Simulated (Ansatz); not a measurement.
# GaO₂−: energies up the ladder

The task, for GaO₂−: energies up the ladder. Charge -1.

Program: Ansatz 0.2.0. Level of theory: the levels named in each step. These are calculated values, not measurements.

## Step 1: Starting point

Bond lengths: O1–Ga2 1.642 Å, Ga2–O3 1.642 Å. Angles: O1–Ga2–O3 180.0°.

Structure file:

```xyz
3

O     0.0000    0.0000   -1.6419
Ga    0.0000    0.0000    0.0000
O     0.0000    0.0000    1.6419
```

## Step 2: A rough first relaxation, PBE-D4/def2-SVPD

Contents of input.yaml:

```yaml
crystal:
  periodic: [false, false, false]
  atoms:
    - { symbol: O, position_ang: [0.0, 0.0, -1.64187] }
    - { symbol: Ga, position_ang: [0.0, 0.0, -1.0e-05] }
    - { symbol: O, position_ang: [0.0, 0.0, 1.64188] }
total_charge: -1
basis:
  gaussian: { orbitals: def2-SVPD }
hamiltonian:
  xc: pbe
  dispersion: d4
relax:
  f_tol: 0.03
  max_steps: 200
```

Started as:

```
ansatz run input.yaml --threads 4 --pin off --max-ram 10240MiB --backend cpu --events-out ev --progress --plain --runs-dir out
```

After this run come: Relaxation, PBE0-D4/def2-TZVPPD; Frequencies, PBE0-D4/def2-TZVPPD; Single point, PBE-D4/def2-TZVPPD; Single point, r2SCAN-D4/def2-TZVPPD; Single point, B3LYP-D4/def2-TZVPPD; Single point, wB97M-V/def2-TZVPPD; Single point, B2PLYP/def2-TZVPPD; Single point, LDA/def2-TZVPPD; Single point, PBE0-D4/def2-SVPD; Single point, PBE-D4/def2-SVPD; Single point, CCSD(T)/def2-TZVPPD; Single point, CCSD(T)/def2-QZVPPD; The cation of multiplicity 2 at the same geometry, PBE0-D4/def2-TZVPPD; The cation of multiplicity 2 at the same geometry, PBE-D4/def2-TZVPPD; The cation of multiplicity 2 at the same geometry, r2SCAN-D4/def2-TZVPPD; The cation of multiplicity 2 at the same geometry, B3LYP-D4/def2-TZVPPD; The cation of multiplicity 2 at the same geometry, wB97M-V/def2-TZVPPD; The cation of multiplicity 2 at the same geometry, B2PLYP/def2-TZVPPD; The cation of multiplicity 2 at the same geometry, CCSD(T)/def2-TZVPPD; The cation of multiplicity 2 at the same geometry, CCSD(T)/def2-QZVPPD.

What does the calculation give? Wanted: O1–Ga2 at PBE0-D4/def2-TZVPPD; Ga2–O3 at PBE0-D4/def2-TZVPPD; frequencies at PBE0-D4/def2-TZVPPD; vertical ionisation energy, CCSD(T)/CBS.

**Answer**, as computed:

```
                               quantity            value
          O1–Ga2 at PBE0-D4/def2-TZVPPD          1.684 Å
          Ga2–O3 at PBE0-D4/def2-TZVPPD          1.684 Å
     frequencies at PBE0-D4/def2-TZVPPD  217 to 936 cm⁻¹
vertical ionisation energy, CCSD(T)/CBS         4.210 eV
```

What this shows: No mode is imaginary, so the geometry is a minimum. For the vertical ionisation energy, B2PLYP/def2-TZVPPD comes nearest to CCSD(T)/CBS (-0.05 eV) and r2SCAN-D4/def2-TZVPPD is farthest (-0.57 eV). A T1 diagnostic of 0.045 (charge +0) lies over the usual mark for one of the runs, a hint of some multireference character there.
